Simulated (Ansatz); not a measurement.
# Si2W3: the cost of one run

Program: Ansatz 0.2.0. Level of theory: DFT PBE, scalar-relativistic, plane waves, PAW. These are calculated values, not measurements.

1 further run of the same task is left out (set aside as unsound or not needed). Runs told in other sessions of the task aren't counted.

**1. The starting structure**

It takes space group P4/mbm (No. 127, tetragonal). Conventional cell: a = 6.630 Å, b = 6.630 Å, c = 3.312 Å, α = 90.00°, β = 90.00°, γ = 90.00°. Si (site symmetry m2m) is surrounded by 1 Si at 2.52 Å and 8 W at 2.55 to 2.58 Å. Around W (site symmetry 4/m) lie 4 Si at 2.58 Å. W (site symmetry m2m) is surrounded by 6 Si at 2.55 to 2.56 Å.

Coordinates:

```
CELL_PARAMETERS angstrom
6.63003 0.00000 0.00000
0.00000 6.63003 0.00000
0.00000 0.00000 3.31232
ATOMIC_POSITIONS crystal
Si 0.13423 0.63423 0.00000
Si 0.86577 0.36577 0.00000
Si 0.63423 0.86577 0.00000
Si 0.36577 0.13423 0.00000
W 0.50000 0.50000 0.00000
W 0.00000 0.00000 0.00000
W 0.65951 0.15951 0.50000
W 0.34049 0.84049 0.50000
W 0.15951 0.34049 0.50000
W 0.84049 0.65951 0.50000
```

It goes back to an entry of the Materials Project, which need not be the stable form.

This cell was relaxed beforehand with the same method: volume 14.56 Å³/atom, gap on the mesh none (metal).

**2. The reference cell**

Reference values: F = -64852.0603 eV; pressure -0.01 GPa; largest force 0.023 eV/Å; gap on the mesh none (metal). It was computed beforehand with the settings of the runs below.

**3. Setting up freezing in a mode**

Mode 27 of the phonon run on this cell, counted from the lowest, is frozen in: each atom moves by x times its row below, so x is the largest displacement.

```
atom      ux      uy     uz
 Si1   0.238   0.238  0.000
 Si2   0.238   0.238  0.000
 Si3  -0.707  -0.707  0.000
 Si4  -0.707  -0.707  0.000
  W5   0.022   0.089  0.000
  W6   0.089   0.022  0.000
  W7   0.029   0.029  0.000
  W8   0.029   0.029  0.000
  W9  -0.013  -0.013  0.000
 W10  -0.013  -0.013  0.000
```

**4. x = -0.200 Å**

input.yaml reads:

```yaml
crystal:
  lattice:
    - [6.6300342967, 0.0, 0.0]
    - [0.0, 6.6300342967, 0.0]
    - [0.0, 0.0, 3.3123213826]
  atoms:
    - { symbol: Si, position: [0.1270408071, 0.6270408071, 0.0] }
    - { symbol: Si, position: [0.8585748299, 0.3585748299, 0.0] }
    - { symbol: Si, position: [0.6555633996, 0.8870974224, 0.0] }
    - { symbol: Si, position: [0.3870974224, 0.1555633996, 0.0] }
    - { symbol: W, position: [0.499348764, 0.4973129276, 0.0] }
    - { symbol: W, position: [-0.0026870724, -0.000651236, 0.0] }
    - { symbol: W, position: [0.6586342953, 0.1586342953, 0.5] }
    - { symbol: W, position: [0.3396103561, 0.8396103561, 0.5] }
    - { symbol: W, position: [0.159898919, 0.3408749798, 0.5] }
    - { symbol: W, position: [0.8408749798, 0.659898919, 0.5] }
basis:
  ecutwfc: 420
kpoints:
  mp_grid: { grid: [6, 6, 12] }
hamiltonian:
  xc: pbe
scf:
  occupations: { method: gaussian, width: 0.15 }
output:
  forces: true
  stress: true
  eigenvalues: true
```

Run with:

```console
> ansatz run input.yaml --threads 2 --pin off --max-ram 5120MiB --backend cpu --events-out ev --progress --plain --runs-dir out
```

What time and memory should one allow on 2 threads of Intel Xeon at 2.50GHz (Skylake/Cascade Lake), shared host?

About 52 s, with a peak of 0.8 GiB.
